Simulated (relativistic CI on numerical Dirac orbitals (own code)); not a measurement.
# Re³⁺ (5d4) in crystal fields: levels and magnetism

Aim: the levels, ground state and powder susceptibility of Re³⁺ in 6 parametric crystal fields.

Program: relativistic CI on numerical Dirac orbitals (own code) version 1. Level of theory: Dirac-Coulomb-Breit CI, KLI orbitals optimised for each configuration, model QED (radiative potential, 1s self-energy scaled to tabulated hydrogen-like ionisation energies), valence Slater integrals scaled by 0.8, one configuration in a parametric crystal field. These are calculated values, not measurements, unless marked.

**1. The atom as given**

```
ion            : Re³⁺ (Re IV)
nuclear charge : 75
electrons      : 72
open shell     : 5d4
Slater scale   : 0.8
field 1 (cm⁻¹) : D3d, 10Dq = 21000, Dsigma = -120, Dtau = -350
field 2 (cm⁻¹) : D3d, 10Dq = 35050, Dsigma = 1110, Dtau = -180
field 3 (cm⁻¹) : D3d, 10Dq = 44800, Dsigma = 890, Dtau = 180
field 4 (cm⁻¹) : D3d, 10Dq = 51550, Dsigma = 300, Dtau = -420
field 5 (cm⁻¹) : Td, 10Dq = -23800
field 6 (cm⁻¹) : Td, 10Dq = -12750
```

Outer shells as boxes (Hund's rule):

[Xe] 4f14 5d4
```
[Xe] core
4f [↑↓][↑↓][↑↓][↑↓][↑↓][↑↓][↑↓]
5d [↑ ][↑ ][↑ ][↑ ][  ]
```

**2. Field 1: D3d, 10Dq = 21000, Dsigma = -120, Dtau = -350**

Settings, as recorded:

```ini
atom Re  Z=75  charge=3  electrons=72
nucleus A=187  rms_radius_fm=5.3698
hamiltonian dirac-coulomb  breit=on  qed=on  c_scale=1
orbitals kli  potential=per-configuration
slater_scale 0.8
correlation none
mixing on
configurations
  [Xe] 4f14 5d4
end
crystal_field D3d 10Dq=21000 Dsigma=-120 Dtau=-350
```

**3. Field 2: D3d, 10Dq = 35050, Dsigma = 1110, Dtau = -180**

The settings differ from step 2 so:

```diff
@@ -10,2 +10,2 @@
 end
-crystal_field D3d 10Dq=21000 Dsigma=-120 Dtau=-350
+crystal_field D3d 10Dq=35050 Dsigma=1110 Dtau=-180
```

**4. Field 3: D3d, 10Dq = 44800, Dsigma = 890, Dtau = 180**

The settings differ from step 3 so:

```diff
@@ -10,2 +10,2 @@
 end
-crystal_field D3d 10Dq=35050 Dsigma=1110 Dtau=-180
+crystal_field D3d 10Dq=44800 Dsigma=890 Dtau=180
```

**5. Field 4: D3d, 10Dq = 51550, Dsigma = 300, Dtau = -420**

The settings differ from step 4 so:

```diff
@@ -10,2 +10,2 @@
 end
-crystal_field D3d 10Dq=44800 Dsigma=890 Dtau=180
+crystal_field D3d 10Dq=51550 Dsigma=300 Dtau=-420
```

**6. Field 5: Td, 10Dq = -23800**

The settings differ from step 5 so:

```diff
@@ -10,2 +10,2 @@
 end
-crystal_field D3d 10Dq=51550 Dsigma=300 Dtau=-420
+crystal_field Td 10Dq=-23800
```

**7. Field 6: Td, 10Dq = -12750**

The settings differ from step 6 so:

```diff
@@ -10,2 +10,2 @@
 end
-crystal_field Td 10Dq=-23800
+crystal_field Td 10Dq=-12750
```

(Steps that only read results are left out.)

What does the calculation give? Wanted: ground spin.

The runs gave:

| field | ground state | degeneracy | S | J | first gap (cm⁻¹) | stabilisation (cm⁻¹) | χT at 2 K | χT at 300 K |
| --- | --- | --- | --- | --- | --- | --- | --- | --- |
| 1: D3d | A1 | 1 | 1.15 | 3.45 | 2806 | -14877 | 0.001 | 0.217 |
| 2: D3d | A1 | 1 | 1.01 | 4.00 | 2372 | -36182 | 0.002 | 0.301 |
| 3: D3d | A1 | 1 | 0.98 | 4.10 | 1769 | -53765 | 0.002 | 0.350 |
| 4: D3d | A1 | 1 | 0.98 | 4.15 | 2205 | -60263 | 0.002 | 0.313 |
| 5: Td | A1 | 1 | 0.28 | 4.31 | 15990 | -28999 | 0.000 | 0.055 |
| 6: Td | A1 | 1 | 1.06 | 3.15 | 5250 | -7569 | 0.001 | 0.090 |

χT is in cm³ K/mol; stabilisation counts from the free ion's lowest level; S and J come from the expectation values of their squares.

| quantity | value |
| --- | --- |
| ground spin (effective S from ⟨S²⟩) | 1: 1.15, 2: 1.01, 3: 0.98, 4: 0.98, 5: 0.28, 6: 1.06 |
| χT at 300 K | 0.06 to 0.35 cm³ K/mol |

The ground spin ranges from 0.28 to 1.15 over these fields. Fields 1, 2, 3, 4, 5, 6 leave a non-degenerate ground state well apart, so χT falls towards zero on cooling. The field is a set of parameters, without covalency or charge transfer.
